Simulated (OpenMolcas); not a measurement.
**Ni²⁺ among point charges: CASSCF and CASPT2 levels and susceptibility**

How does a field of 6 point charges split the states of Ni²⁺, and what χT follows?

The numbers are computed with OpenMolcas 26.06 (state-averaged CASSCF and CASPT2, spin-orbit coupling by RASSI with atomic mean-field integrals), except any that are marked as measured or tabulated.

**1. Starting point**

| Property | Result |
| --- | --- |
| Species | Ni²⁺ (nickel, Z = 28, 26 electrons) |
| Basis | ANO-RCC-VTZP [6s5p3d2f1g], 59 functions |
| Scalar Hamiltonian | DKH2, point nucleus |
| Inactive shells | 1s 2s 2p 3s 3p |
| Active space | 8 electrons in 5 orbitals (3d) |
| Some configurations of this space | 3d8 |
| Orbitals | optimised for each spin and parity, averaged over all roots |

Outer shells as boxes (Hund's rule):

3d8
```
3d [↑↓][↑↓][↑↓][↑ ][↑ ]
```

The ion sits among 6 point charges of -1 e arranged as an octahedron (Oh), 2.09 Å from the ion.

The work runs as a chain of OpenMolcas steps in one folder; each step below is one input file. Labels, J, g values, rates, χT and fits are worked out afterwards by a script from the matrices that RASSI stores. The input lists half of the charges; inversion (Group=XYZ) makes the rest.

**2. Basis and integrals**

Input file a.inp:

```
&GATEWAY
Coord
1

Ni 0.0 0.0 0.0
Basis=ANO-RCC-VTZP
Group=XYZ
NoMove
AngMom=0.0 0.0 0.0
AMFI
XField
3 Angstrom 0
2.090000 0.000000 0.000000 -1.000000
0.000000 2.090000 0.000000 -1.000000
0.000000 0.000000 2.090000 -1.000000
&SEWARD
```

The run is started by

```sh
$ OMP_NUM_THREADS=1 MOLCAS_MEM=1689 MOLCAS_PROJECT=a pymolcas a.inp > a.log
```

**3. CASSCF: triplets of even parity, 10 roots**

Input file a.inp:

```
&RASSCF
FileOrb=start.orb
Symmetry=1
Spin=3
nActEl=8 0 0
Inactive=3 6
Ras2=5 0
CIRoot=10 10 1
SDav=10
CIMx=300
Iter=120 100
PrWF=0.3
OrbListing=Nothing
MaxOrb=0
>>> COPY $Project.JobIph JOB001
```

start.orb holds the contracted functions of the basis, ordered by shell, or the orbitals of the step before.

**4. Reference wave functions, singlets of even parity, 15 roots**

Input file a.inp:

```
&RASSCF
FileOrb=start.orb
Symmetry=1
Spin=1
nActEl=8 0 0
Inactive=3 6
Ras2=5 0
CIRoot=15 15 1
SDav=15
CIMx=300
Iter=120 100
PrWF=0.3
OrbListing=Nothing
MaxOrb=0
>>> COPY $Project.JobIph JOB002
```

**5. State interaction with spin-orbit coupling**

Input file a.inp:

```
&RASSI
NrOfJobIphs=2 10 15
1 2 3 4 5 6 7 8 9 10
1 2 3 4 5 6 7 8 9 10 11 12 13 14 15
IphNames
JOB001
JOB002
EJob
SpinOrbit
DIPRint=1.0
SOCoupling=1000.0
Subsets=2
Property=9
'ANGMOM' 1 'ANGMOM' 2 'ANGMOM' 3 'MLTPL  1' 1 'MLTPL  1' 2 'MLTPL  1' 3
'AMFI' 1 'AMFI' 2 'AMFI' 3
SOProperty=3
'ANGMOM' 1 'ANGMOM' 2 'ANGMOM' 3
```

**6. CASPT2: IPEA 0.25, imaginary shift 0.1 (closed shells correlated: 3s 3p)**

Input file a.inp:

```
>>> COPY JOB001 $Project.JobIph
&CASPT2
Multistate=10 1 2 3 4 5 6 7 8 9 10
NoMult
Frozen=2 3
IPEA=0.25
Imaginary=0.1
MaxIter=60
WThr=0.0 0.3 0.05
PrWF=0.5
NoMix
>>> COPY JOB002 $Project.JobIph
&CASPT2
Multistate=15 1 2 3 4 5 6 7 8 9 10 11 12 13 14 15
NoMult
Frozen=2 3
IPEA=0.25
Imaginary=0.1
MaxIter=60
WThr=0.0 0.3 0.05
PrWF=0.5
NoMix
```

(Steps that only read results are left out.)

Before running it: what results should come out? Wanted: spin-free ground state; first state of the same spin within the active space; lowest level; next level.

The runs gave:

| quantity | value |
| --- | --- |
| method | SS-CASPT2, IPEA 0.25, imaginary shift 0.1 (closed shells correlated: 3s 3p) |
| spin-free ground state | 3A2, 1-fold in its orbital part |
| first state of the same spin within the active space | 3T2 at 1700 cm⁻¹ |
| lowest level | 3-fold T2 |
| next level | 1328.4 cm⁻¹ |
| χT at 300 K | 2.56 cm³ K/mol |
| effective moment at 300 K | 4.52 μB |

Cost by method:

```tsv
method	time of its own steps	time with the reference
A. CASSCF	4.5 s	4.5 s
B. SS-CASPT2, IPEA 0.25, imaginary shift 0.1, +3s 3p	2.5 s	7 s
```

Times are of one thread on a shared host.

In words: The spin-free ground state (3A2) comes to 100 % from free-ion F terms and keeps the highest spin of the shell. χT at 300 K is 2.56, against 1.00 cm³ K/mol for the spin alone, so orbital moment adds to it. A ligand-field fit to the states below 45000 cm-1 gives 10Dq = 1643 cm-1, B = 1114 cm-1 and C = 4141 cm-1 (C/B = 3.72), with a deviation of 766 cm-1. CASPT2 does not keep the components of a term degenerate, and the means are used. The field of point charges can differ much from that of real complexes. This is an electrostatic model: the charges have no orbitals.
